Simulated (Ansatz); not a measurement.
# InGa7N8: band edges up the ladder

An exercise on one series of results from a longer session: the logs are not shown, and one member is left open.

Computed with Ansatz 0.2.0 (DFT PBEsol, scalar-relativistic, plane waves, PAW, unless a step's input says otherwise).

That is the level of the relaxation; later steps name their own.

2 further runs of the same task are left out: 2 set aside as unsound or not needed.

## The structure to begin with

The structure is trigonal, space group P3m1 (No. 156). The conventional cell has a = 6.455 Å, b = 6.455 Å, c = 5.250 Å, α = 90.00°, β = 90.00°, γ = 120.00°. In (site symmetry 3m) has 4 N at 2.10 to 2.14 Å as nearest neighbours. Ga (site symmetry m) has 4 N at 1.93 to 1.98 Å as nearest neighbours. Around Ga (site symmetry m) lie 4 N at 1.94 to 1.97 Å. Ga (site symmetry 3m) has 4 N at 1.97 to 1.98 Å as nearest neighbours. Around N (site symmetry 3m) lie 3 Ga at 1.96 Å and 1 In at 2.14 Å. N (site symmetry m) is surrounded by 4 Ga at 1.97 Å. N (site symmetry m) is surrounded by 3 Ga at 1.93 to 1.94 Å and 1 In at 2.10 Å. N (site symmetry 3m) is surrounded by 4 Ga at 1.98 Å.

Coordinates:

```cif
data_structure
_symmetry_space_group_name_H-M 'P 1'
_symmetry_Int_Tables_number 1
_cell_length_a 5.2498
_cell_length_b 6.4552
_cell_length_c 6.4552
_cell_angle_alpha 120.000
_cell_angle_beta 90.000
_cell_angle_gamma 90.000
_cell_volume 189.45
loop_
_atom_site_label
_atom_site_type_symbol
_atom_site_fract_x
_atom_site_fract_y
_atom_site_fract_z
_atom_site_occupancy
In1 In 0.99927 0.16667 0.33333 1
Ga1 Ga 0.00200 0.16709 0.83355 1
Ga2 Ga 0.00200 0.66645 0.33291 1
Ga3 Ga 0.00200 0.66645 0.83355 1
Ga4 Ga 0.49978 0.33636 0.67272 1
Ga5 Ga 0.49978 0.33636 0.16364 1
Ga6 Ga 0.50241 0.83333 0.66667 1
Ga7 Ga 0.49978 0.82728 0.16364 1
N1 N 0.59171 0.16667 0.33333 1
N2 N 0.62756 0.16537 0.83268 1
N3 N 0.62756 0.66732 0.33463 1
N4 N 0.62756 0.66732 0.83268 1
N5 N 0.13087 0.34395 0.68790 1
N6 N 0.13087 0.34395 0.15605 1
N7 N 0.12597 0.83333 0.66667 1
N8 N 0.13087 0.81210 0.15605 1
```

It is the result of an earlier relaxation at this level (volume 11.84 Å³/atom; gap on the mesh: 1.43 eV).

Set-up of the first run:

Contents of input.yaml:

```yaml
crystal:
  lattice:
    - [0.0, 0.0, -5.2498497719]
    - [3.2276209465, 5.5904034669, 0.0]
    - [3.2276209465, -5.5904034669, 0.0]
  atoms:
    - { symbol: In, position: [-0.0007258996, 0.1666666667, 0.3333333333] }
    - { symbol: Ga, position: [0.0019994726, 0.1670935096, 0.8335467548] }
    - { symbol: Ga, position: [0.0019994726, 0.6664532452, 0.3329064904] }
    - { symbol: Ga, position: [0.0019994726, 0.6664532452, 0.8335467548] }
    - { symbol: Ga, position: [0.4997827202, 0.3363576166, 0.6727152331] }
    - { symbol: Ga, position: [0.4997827202, 0.3363576166, 0.1636423834] }
    - { symbol: Ga, position: [0.5024119535, 0.8333333333, 0.6666666667] }
    - { symbol: Ga, position: [0.4997827202, 0.8272847669, 0.1636423834] }
    - { symbol: "N", position: [0.591706598, 0.1666666667, 0.3333333333] }
    - { symbol: "N", position: [0.6275570266, 0.1653688116, 0.8326844058] }
    - { symbol: "N", position: [0.6275570266, 0.6673155942, 0.3346311884] }
    - { symbol: "N", position: [0.6275570266, 0.6673155942, 0.8326844058] }
    - { symbol: "N", position: [0.1308743956, 0.3439485996, 0.6878971992] }
    - { symbol: "N", position: [0.1308743956, 0.3439485996, 0.1560514004] }
    - { symbol: "N", position: [0.1259665033, 0.8333333333, 0.6666666667] }
    - { symbol: "N", position: [0.1308743956, 0.8121028008, 0.1560514004] }
basis:
  ecutwfc: 420
kpoints:
  mp_grid: { grid: [6, 6, 6] }
  band_path: { path: [VBM, CBM], npoints: 2 }
hamiltonian:
  xc: pbesol
scf:
  occupations: { method: gaussian, width: 0.02 }
output:
  forces: true
  stress: true
  eigenvalues: true
```

Started as:

```console
> ansatz run input.yaml --threads 4 --pin off --max-ram 10240MiB --backend cpu --events-out ev --progress --plain --runs-dir out
```

Among the steps run: Band edges over the whole zone; Levels with PBEsol; The run at PBEsol on the hybrid's mesh; The run at HSE06; Levels with PBEsol, spin-orbit coupling; The run at r2SCAN.

One table of the session follows, with a row left open; its other results are not shown here.

| level | gap (eV) | least direct gap (eV) |
| --- | --- | --- |
| PBEsol | 1.43 | 1.43 |
| PBEsol on the hybrid's mesh | 1.43 | 1.43 |
| HSE06 | 2.69 | 2.69 |
| PBEsol, spin-orbit coupling | 1.42 | 1.42 |
| r2SCAN | ? | ? |

**Question.** Estimate the row for r2SCAN.

As computed: gap (eV): 1.87; least direct gap (eV): 1.87. In the column «gap (eV)» it lies between PBEsol on the hybrid's mesh (1.43) and HSE06 (2.69).

Gaps are by band count over the mesh and the named points; a gap of 0 means that the bands overlap or touch.
